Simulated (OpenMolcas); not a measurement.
**SnCl4 (tin tetrachloride) at HF/def2-TZVP (RICD fitting, core potential)**

Aim: the vertical electron affinity of SnCl4 (tin tetrachloride) at HF/def2-TZVP (RICD fitting, core potential), from 2 runs. 

Program for the calculation: OpenMolcas 26.06.

10 further runs of the same task are left out: 10 set aside as unsound or not needed.

### 1 The system as given

The species is SnCl4 (5 atoms), meant as a singlet with charge 0. As SMILES, `[Cl][Sn]([Cl])([Cl])[Cl]`. The shape comes from GFN2-xTB, which is rough for such elements, and wasn't checked as a minimum.

Bond lengths: Cl1–Sn2 2.316 Å, Sn2–Cl3 2.317 Å, Sn2–Cl4 2.316 Å, Sn2–Cl5 2.316 Å. Angles: Cl1–Sn2–Cl3 109.4°, Cl1–Sn2–Cl4 109.5°, Cl1–Sn2–Cl5 109.3°, Cl3–Sn2–Cl4 109.6°, Cl3–Sn2–Cl5 109.4°, Cl4–Sn2–Cl5 109.6°.

### 2 A single-point energy at HF/def2-TZVP (RICD fitting, core potential)

job.inp reads:

```
* Cl4Sn Hartree-Fock

&gateway
 baslib
 $CurrDir
 coord
 5
 angstrom
 Cl      -1.109120      -0.162470       2.025240
 Sn      -0.000560      -0.000790      -0.001920
 Cl       1.923730      -1.289290       0.068230
 Cl      -1.380640      -0.757650      -1.700180
 Cl       0.566590       2.210200      -0.391380
 basis
 def2-TZVP
 group
 NoSym
 ricd

&seward

&scf
 thresholds
 1e-06 0.001 0.001 0.01
 prorbitals
 0
```

The basis set def2-TZVP is read from a file made from the Basis Set Exchange's data (not shown).

On the command line:

```sh
$ export MOLCAS_MEM=1860
$ pymolcas job.inp > job.log
```

What it wrote:

```text
--- Start Module: gateway ---
[...]
--- Stop Module: gateway /rc=_RC_ALL_IS_WELL_ ---
[...]
--- Start Module: seward ---
[...]
      Basis functions          198
--- Stop Module: seward /rc=_RC_ALL_IS_WELL_ ---
[...]
--- Start Module: scf ---
[...]
       Convergence after   8 Iterations
[...]
::    Total SCF energy                              -2051.5943936357
[...]
      Total spin, S                                     0.0000000000
[...]
      Total electronic charge=   90.000000
      Total            charge=   -0.000000
[...]
      Dipole Moment (debye):
      Origin of the operator (angstrom)=   -0.0002   -0.0003   -0.0006
                   X= -7.6991E-03               Y= -4.2014E-03               Z= -1.8278E-02           Total=  2.0274E-02
      Quadrupole Moment (debye*angstrom):
[...]
--- Stop Module: scf /rc=_RC_ALL_IS_WELL_ ---
[...]
```

Run time: 25 s. Hardware: 1 thread of Arm Neoverse V1, shared host; peak memory 0.24 GiB.

### 3 The doublet anion at the same level

job.input reads:

```
* Cl4Sn Hartree-Fock

&GATEWAY
 BASLIB = $CurrDir
 COORD
 5
 angstrom
 Cl      -1.109120      -0.162470       2.025240
 Sn      -0.000560      -0.000790      -0.001920
 Cl       1.923730      -1.289290       0.068230
 Cl      -1.380640      -0.757650      -1.700180
 Cl       0.566590       2.210200      -0.391380
 BASIS = def2-TZVP
 GROUP = NoSym
 RICD

&SEWARD

&SCF
 UHF
 CHARGE = -1
 SPIN = 2
 THRESHOLDS = 1e-06 0.001 0.001 0.01
 PRORBITALS = 0
```

The basis set def2-TZVP is read from a file made from the Basis Set Exchange's data (not shown).

On the command line:

```sh
$ export MOLCAS_MEM=1860
$ pymolcas job.input > job.log
```

What it wrote:

```text
--- Start Module: gateway ---
[...]
--- Stop Module: gateway /rc=_RC_ALL_IS_WELL_ ---
[...]
--- Start Module: seward ---
[...]
      Basis functions          198
--- Stop Module: seward /rc=_RC_ALL_IS_WELL_ ---
[...]
--- Start Module: scf ---
[...]
       Convergence after  11 Iterations
[...]
::    Total SCF energy                              -2051.6144348359
[...]
      Total spin, S                                     0.5061200351
[...]
      Total electronic charge=   91.000000
      Total            charge=   -1.000000
[...]
      Dipole Moment (debye):
      Origin of the operator (angstrom)=   -0.0002   -0.0003   -0.0006
                   X= -8.9769E-03               Y=  8.6110E-03               Z= -4.8106E-03           Total=  1.3337E-02
      Center of Charge (angstrom)
[...]
--- Stop Module: scf /rc=_RC_ALL_IS_WELL_ ---
[...]
```

Wall time 63 s (1 thread of Arm Neoverse V1, shared host); peak memory 0.25 GiB.

### 4 Results

Level: HF/def2-TZVP (RICD fitting, core potential).

```
                                         quantity           value
                      singlet SnCl4: total energy  -2051.59439 Eh
                     singlet SnCl4: dipole moment          0.02 D
                       singlet SnCl4: HOMO energy       -13.18 eV
                       singlet SnCl4: LUMO energy         0.30 eV
                     singlet SnCl4: HOMO–LUMO gap        13.48 eV
                      doublet anion: total energy  -2051.61443 Eh
doublet anion: HOMO energy (highest over α and β)        -1.43 eV
 doublet anion: LUMO energy (lowest over α and β)         6.00 eV
                              doublet anion: ⟨S²⟩           0.762
vertical electron affinity (to the doublet anion)        0.545 eV
```

What this shows: At fixed nuclei the extra electron is bound by 0.55 eV (12.6 kcal/mol). The basis has no diffuse functions, so the error can be as large as this value. Mulliken charges (doublet anion) run from -0.56 on Cl3 to +1.22 on Sn2.
